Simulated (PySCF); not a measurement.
# AuI2 (Au(I)2-): the cost of one run

Program: PySCF 2.14.0. Level of theory: several levels, as the steps say, no spin–orbit coupling. These are calculated values, not measurements.

3 further runs of the same task are left out: 2 for a known fault of the program, 1 that didn't finish.

## 1. The starting structure

3 atoms, charge -1, spin multiplicity 1.

Bond lengths: Au1–I2 2.649 Å, Au1–I3 2.649 Å. Angles: I2–Au1–I3 180.0°.

Coordinates:

```tsv
atom	x (Å)	y (Å)	z (Å)
Au1	0.00000	0.00000	0.00000
I2	0.00000	0.00000	2.64921
I3	0.00000	0.00000	-2.64921
```

Formal oxidation states: Au +1. An earlier session relaxed this geometry at B3LYP, Au def2-SVP with ECP60, I def2-SVP with ECP28 (singlet, point group D∞h).

At B3LYP on the finer grid: E = -731.583772 Eh, HOMO -2.15 eV, LUMO 2.86 eV, Mulliken charge on Au1 -0.12 e, largest force component 0.013 eV/Å. 

Levels to run: TPSS; revPBE; HF; BP86; B3LYP, TZVP; B3LYP, x2c-SVP. Hardware: 2 threads of Intel Xeon Platinum 8259CL at 2.50GHz (Skylake/Cascade Lake), shared host.

## 2. TPSS

File run.py (the lines that set the calculation):

```python
mol = gto.M(atom='''
Au     0.00000     0.00000     0.00000
I      0.00000     0.00000     2.64921
I      0.00000     0.00000    -2.64921''',
    basis={'Au': 'def2-SVP', 'I': 'def2-SVP'},
    ecp={'Au': 'def2-SVP', 'I': 'def2-SVP'},
    charge=-1, spin=0)
mf = dft.RKS(mol, xc='TPSS')
mf.grids.atom_grid = (75, 302)
mf = mf.density_fit()  # fitting sets: Au def2-universal-JKFIT, I def2-universal-JKFIT
mf.conv_tol = 1e-08; mf.max_cycle = 55
mf.kernel(dm0)  # dm0: the density of the relaxed state
```

Started as:

```sh
> OMP_NUM_THREADS=2 python run.py
```

**Question.** How long does this run take on 2 threads of Intel Xeon Platinum 8259CL at 2.50GHz (Skylake/Cascade Lake), shared host?

About 7.2 s.
